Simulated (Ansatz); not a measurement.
**GeH4O: vertical ionisation energy**

One table from this session's results is given with a row withheld; the runs are named, their logs left out.

Method: unrestricted cation, the program's frozen cores in correlated methods; program: Ansatz 0.2.0, Gaussian basis.

Levels to be run: UKS PBE-D4/def2-TZVPP; UKS r2SCAN-D4/def2-TZVPP; UKS PBE0-D4/def2-TZVPP; UKS B3LYP-D4/def2-TZVPP; UKS wB97X-V/def2-TZVPP; UKS wB97M-V/def2-TZVPP; UKS B2PLYP/def2-TZVPP; UHF-CCSD(T)/def2-TZVPP; UHF-MP2/def2-QZVPP; extrapolation to the limit; then −ε(HOMO) from the neutral's earlier runs with LDA (SPW92), PBE-D4, revPBE-D4, BLYP-D4, r2SCAN-D4, B97M-V, PBE0-D4, B3LYP-D4, r2SCANh-D4, r2SCAN0-D4, HSE06-D4, BHLYP-D4, CAM-B3LYP-D4, LC-ωPBE, ωB97X-V, ωB97M-V.

## The relaxed structure

An earlier PBE0-D4 in a triple-zeta def2 set relaxation fixed the geometry.

SMILES `[OH][GeH3]`, 6 atoms, charge 0, spin multiplicity 1.

Atoms are counted from 1 here; the program's logs count them from 0.

Bond lengths: O1–Ge2 1.783 Å, O1–H3 0.959 Å, Ge2–H4 1.531 Å, Ge2–H5 1.541 Å, Ge2–H6 1.541 Å. Angles: Ge2–O1–H3 112.7°, O1–Ge2–H4 104.3°, O1–Ge2–H5 109.9°, O1–Ge2–H6 109.9°, H4–Ge2–H5 111.5°, H4–Ge2–H6 111.5°, H5–Ge2–H6 109.6°.

Geometry (Å):

```xyz
6
GeH4O
O     0.4571   -1.2314    0.4277
Ge   -0.2666    0.2666   -0.2129
H     1.2698   -1.0717    0.9116
H    -1.5303   -0.2038   -0.9375
H     0.7165    0.9524   -1.1812
H    -0.6044    1.2240    0.9462
```

The first run:

in.yaml reads:

```yaml
crystal:
  periodic: [false, false, false]
  atoms:
    - {symbol: O, position_ang: [0.457117, -1.231412, 0.427721]}
    - {symbol: Ge, position_ang: [-0.266599, 0.266621, -0.212929]}
    - {symbol: H, position_ang: [1.269782, -1.071718, 0.911622]}
    - {symbol: H, position_ang: [-1.530285, -0.203837, -0.937531]}
    - {symbol: H, position_ang: [0.716522, 0.952410, -1.181154]}
    - {symbol: H, position_ang: [-0.604437, 1.224036, 0.946171]}
basis:
  gaussian: {orbitals: def2-TZVPP}
total_charge: 1
magnetization: {spin_polarized: true, initial_magnetization: 1}
hamiltonian: {xc: pbe, dispersion: d4}
```

The run is started by

```console
$ ansatz run in.yaml --threads 4 --pin off --events-out ev --progress --plain --max-ram 10444MiB
```

Among the steps run: Cation, UKS PBE-D4/def2-TZVPP; Cation, UKS r2SCAN-D4/def2-TZVPP; Cation, UKS PBE0-D4/def2-TZVPP; Cation, UKS B3LYP-D4/def2-TZVPP; Cation, UKS wB97X-V/def2-TZVPP; Cation, UKS wB97M-V/def2-TZVPP; Cation, UKS B2PLYP (frozen core)/def2-TZVPP; Cation, UHF-CCSD(T)/def2-TZVPP; Cation, UHF-MP2/def2-QZVPP.

One table of the session follows, with a row left open; its other results are not shown here.

Orbital estimates, from the neutral's runs:

| functional | −ε(HOMO) (eV) |
| --- | --- |
| LDA (SPW92) | 6.94 |
| PBE-D4 | 6.82 |
| revPBE-D4 | ? |
| BLYP-D4 | 6.74 |
| r2SCAN-D4 | 7.20 |
| B97M-V | 7.34 |
| PBE0-D4 | 8.43 |
| B3LYP-D4 | 8.19 |
| r2SCANh-D4 | 7.80 |
| r2SCAN0-D4 | 8.69 |
| HSE06-D4 | 8.02 |
| BHLYP-D4 | 9.94 |
| CAM-B3LYP-D4 | 9.88 |
| LC-ωPBE | 11.23 |
| ωB97X-V | 10.90 |
| ωB97M-V | 10.79 |

Q: Estimate the row for revPBE-D4 from the others.

The run gave: −ε(HOMO) (eV): 6.77. In the column «−ε(HOMO) (eV)» it lies between BLYP-D4 (6.74) and PBE-D4 (6.82).
